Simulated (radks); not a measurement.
# Rb⁺ in [Ar] 3d10 4s2 4p5 4d1: an all-electron calculation

An exercise on one series of results from a longer session: the logs are not shown, and one member is left open.

The numbers are computed with radks (a radial shooting solver on a logarithmic mesh, Libxc functionals) version 1 (scalar-relativistic Kohn-Sham, SCAN, spin-polarised, spherical densities, finite nucleus; open shells are filled with parallel spins first), except any that are marked as measured or tabulated.

### The system

```
element            : rubidium (Z = 37)
charge             : +1
electrons          : 36
configuration      : [Ar] 3d10 4s2 4p5 4d1
nuclear rms radius : 4.2036 fm
```

The outer shells:

Rb⁺
```
[Ar] core
3d [↑↓][↑↓][↑↓][↑↓][↑↓]
4s [↑↓]
4p [↑↓][↑↓][↑ ]
4d [↑ ][  ][  ][  ][  ]
```

Set-up of the first run:

The run's settings:

```text
Z 37
configuration [Ar] 3d10 4s2 4p5 4d1
relativity scalar-relativistic
functional scan,scan
spin polarised
nucleus finite rms 4.2036 fm
c 137.035999084
```

One table of the session follows, with a row left open; its other results are not shown here.

It belongs to the step «Radial structure». From the orbitals of this run (lengths in bohr):

```
  level      <r>  outermost maximum (interpolated)  90 % within  nodes
  1s up  0.04030                            0.0263       0.0721      0
1s down  0.04030                            0.0263       0.0721      0
  2s up   0.1777                             0.149        0.275      1
2s down   0.1777                             0.149        0.275      1
  2p up   0.1551                             0.120        0.253      0
2p down   0.1551                             0.120        0.253      0
  3s up   0.5091                             0.450        0.755      2
3s down   0.5092                             0.450        0.755      2
  3p up   0.5178                             0.446        0.787      1
3p down   0.5178                             0.446        0.787      1
  3d up   0.5249                             0.394        0.854      0
3d down   0.5243                             0.394        0.853      0
  4s up    1.440                              1.26         2.12      3
4s down    1.438                              1.25         2.12      3
  4p up    1.667                              1.41         2.50      2
4p down    1.663                              1.40         2.50      2
  4d up        ?                                 ?            ?      ?
```

**Question.** Estimate the row for 4d up.

As computed: <r>: 3.128; outermost maximum (interpolated): 2.33; 90 % within: 5.13; nodes: 1. In the column «<r>» it is the highest.
